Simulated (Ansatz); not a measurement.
# Hf7SnO16: the cost of one run

Method: DFT, PBE, plane-wave PAW, default files, scalar-relativistic, as far as a step names no other, in Ansatz 0.2.0.

## 1. The starting structure

It takes space group I-4m2 (No. 119, tetragonal). The conventional cell has a = 7.116 Å, b = 7.116 Å, c = 10.344 Å, α = 90.00°, β = 90.00°, γ = 90.00°. Sn (site symmetry -4m2) has 4 O at 2.05 Å as nearest neighbours. Hf (site symmetry -4m2) is surrounded by 4 O at 2.05 Å. Hf (site symmetry 2mm) is surrounded by 4 O at 2.05 Å. Hf (site symmetry 2) is surrounded by 4 O at 2.05 Å. O (site symmetry m) is surrounded by 1 Sn at 2.05 Å and 1 Hf at 2.05 Å. O (site symmetry m) has 2 Hf at 2.05 Å as nearest neighbours.

Coordinates:

```cif
data_structure
_symmetry_space_group_name_H-M 'P 1'
_symmetry_Int_Tables_number 1
_cell_length_a 7.2158
_cell_length_b 7.2158
_cell_length_c 7.2158
_cell_angle_alpha 120.912
_cell_angle_beta 120.912
_cell_angle_gamma 88.427
_cell_volume 261.89
loop_
_atom_site_label
_atom_site_type_symbol
_atom_site_fract_x
_atom_site_fract_y
_atom_site_fract_z
_atom_site_occupancy
Sn1 Sn 0.50000 0.50000 0.50000 1
Hf1 Hf 0.00000 0.00000 0.50000 1
Hf2 Hf 0.00000 0.50000 0.00000 1
Hf3 Hf 0.50000 0.00000 0.00000 1
Hf4 Hf 0.00000 0.00000 0.00000 1
Hf5 Hf 0.50000 0.50000 0.00000 1
Hf6 Hf 0.50000 0.00000 0.50000 1
Hf7 Hf 0.00000 0.50000 0.50000 1
O1 O 0.59860 0.34860 0.25000 1
O2 O 0.09860 0.84860 0.25000 1
O3 O 0.09860 0.34860 0.75000 1
O4 O 0.59860 0.84860 0.75000 1
O5 O 0.40140 0.65140 0.25000 1
O6 O 0.90140 0.15140 0.25000 1
O7 O 0.90140 0.65140 0.75000 1
O8 O 0.40140 0.15140 0.75000 1
O9 O 0.15140 0.40140 0.25000 1
O10 O 0.65140 0.90140 0.25000 1
O11 O 0.65140 0.40140 0.75000 1
O12 O 0.15140 0.90140 0.75000 1
O13 O 0.34860 0.09860 0.25000 1
O14 O 0.84860 0.59860 0.25000 1
O15 O 0.84860 0.09860 0.75000 1
O16 O 0.34860 0.59860 0.75000 1
```

Atom 1 of the input is the impurity.

## 2. Gradients at the starting positions

File input.yaml:

```yaml
crystal:
  lattice:
    - [-3.55801933, 3.55801933, 5.17186121]
    - [3.55801933, -3.55801933, 5.17186121]
    - [3.55801933, 3.55801933, -5.17186121]
  atoms:
    - { symbol: Sn, position: [0.5, 0.5, 0.5] }
    - { symbol: Hf, position: [0.0, 0.0, 0.5] }
    - { symbol: Hf, position: [0.0, 0.5, 0.0] }
    - { symbol: Hf, position: [0.5, 0.0, 0.0] }
    - { symbol: Hf, position: [0.0, 0.0, 0.0] }
    - { symbol: Hf, position: [0.5, 0.5, 0.0] }
    - { symbol: Hf, position: [0.5, 0.0, 0.5] }
    - { symbol: Hf, position: [0.0, 0.5, 0.5] }
    - { symbol: O, position: [0.59860394, 0.34860394, 0.25] }
    - { symbol: O, position: [0.09860394, 0.84860394, 0.25] }
    - { symbol: O, position: [0.09860394, 0.34860394, 0.75] }
    - { symbol: O, position: [0.59860394, 0.84860394, 0.75] }
    - { symbol: O, position: [0.40139606, 0.65139606, 0.25] }
    - { symbol: O, position: [0.90139606, 0.15139606, 0.25] }
    - { symbol: O, position: [0.90139606, 0.65139606, 0.75] }
    - { symbol: O, position: [0.40139606, 0.15139606, 0.75] }
    - { symbol: O, position: [0.15139606, 0.40139606, 0.25] }
    - { symbol: O, position: [0.65139606, 0.90139606, 0.25] }
    - { symbol: O, position: [0.65139606, 0.40139606, 0.75] }
    - { symbol: O, position: [0.15139606, 0.90139606, 0.75] }
    - { symbol: O, position: [0.34860394, 0.09860394, 0.25] }
    - { symbol: O, position: [0.84860394, 0.59860394, 0.25] }
    - { symbol: O, position: [0.84860394, 0.09860394, 0.75] }
    - { symbol: O, position: [0.34860394, 0.59860394, 0.75] }
kpoints:
  mp_grid: { grid: [4, 4, 4] }
scf:
  occupations: { method: fermi_dirac, width: 0.01 }
hamiltonian:
  xc: pbe
  pseudopotentials: { kind: paw }
output:
  forces: true
  stress: true
  populations: true
  efg:
    quadrupole_moments_barn: { Sn: -0.132, Hf: 3.365, O: -0.02558 }
    contact_densities: true
```

Run with:

```sh
> ansatz run input.yaml --threads 1 --pin off --max-ram 3072MiB --backend cpu --events-out ev --progress --plain --runs-dir out
```

Q: Estimate wall time and peak memory on 1 thread of AMD EPYC, shared host.

About 4.3 min, with a peak of 0.98 GiB.
